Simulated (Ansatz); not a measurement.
# Cobalt, simple cubic: r²SCAN0 at the r²SCAN geometry

Aim: see what exact exchange does to the levels and moments, and what it costs. The cell comes from an earlier r²SCAN relaxation. Exact exchange is dear, so the k-mesh is coarse, and r²SCAN is run on the same mesh for comparison.

Computed with Ansatz 0.2.0 (DFT, plane waves (500 eV) with PBE-made PAW files, scalar-relativistic; functionals as named at each step, unless a step says otherwise).

### Step 1. The system as given

Symmetry: Pm-3m, No. 221, cubic system. Conventional cell: a = 2.327 Å, b = 2.327 Å, c = 2.327 Å, α = 90.00°, β = 90.00°, γ = 90.00°. Around Co (site symmetry m-3m) lie 6 Co at 2.33 Å.

Structure file:

```
Co
1.0
     2.32699    0.00000    0.00000
     0.00000    2.32699    0.00000
     0.00000    0.00000    2.32699
Co
1
Direct
  0.00000 0.00000 0.00000
```

The atoms start with moments of +2.09 μB.

### Step 2. r²SCAN on the coarse mesh

The run with r²SCAN.

input.yaml

```yaml
crystal:
  lattice:
    - [2.3269918538, 0.0, 0.0]
    - [0.0, 2.3269918538, 0.0]
    - [0.0, 0.0, 2.3269918538]
  atoms:
    - { symbol: Co, position: [0.0, 0.0, 0.0], spin: 2.085 }
hamiltonian:
  xc: r2scan
  pseudopotentials:
    kind: paw
    azcp:
      Co: "pseudopotentials/Co.paw.azcp"
basis:
  ecutwfc: 500
  fft_grid_basis: typed
kpoints:
  mp_grid: { grid: [7, 7, 7], shift: [0, 0, 0] }
magnetization:
  spin_polarized: true
scf:
  occupations: { method: fermi_dirac, width: 0.1 }
```

Command:

```console
$ ansatz run input.yaml --threads 4 --pin off --max-ram 8192MiB --backend cpu --events-out ev --progress --plain --runs-dir out
```

### Step 3. r²SCAN0, coarse mesh

The run with r²SCAN0.

Changes to input.yaml since step 2:

```diff
@@ -8,3 +8,3 @@
 hamiltonian:
-  xc: r2scan
+  xc: r2scan0
   pseudopotentials:
```

(Steps that only read results are left out.)

Q: Predict the outcome of this session. Wanted: r²SCAN: gap; r²SCAN: magnetic state; r²SCAN0: gap; r²SCAN0: magnetic state.

The runs gave:

```
                             quantity                                  value
                          r²SCAN: gap           none (levels filled in part)
               r²SCAN: magnetic state  ferromagnetic, up to 2.06 μB per atom
                         r²SCAN0: gap           none (levels filled in part)
              r²SCAN0: magnetic state  ferromagnetic, up to 2.43 μB per atom
  r²SCAN0: SCF cycles, exchange loops                                  82, 7
r²SCAN0: CPU time over that of r²SCAN                                     21
```

Neither r²SCAN nor r²SCAN0 shows a clean gap on this mesh. Moments change from 2.06 μB to 2.43 μB at most; exact exchange favours larger moments in itinerant magnets. r²SCAN0 cost 21 times the CPU time of r²SCAN. The exchange operator of r²SCAN0 was renewed in 7 outer loops. Absolute energies differ from functional to functional, by eV per atom at times, and say nothing by themselves.
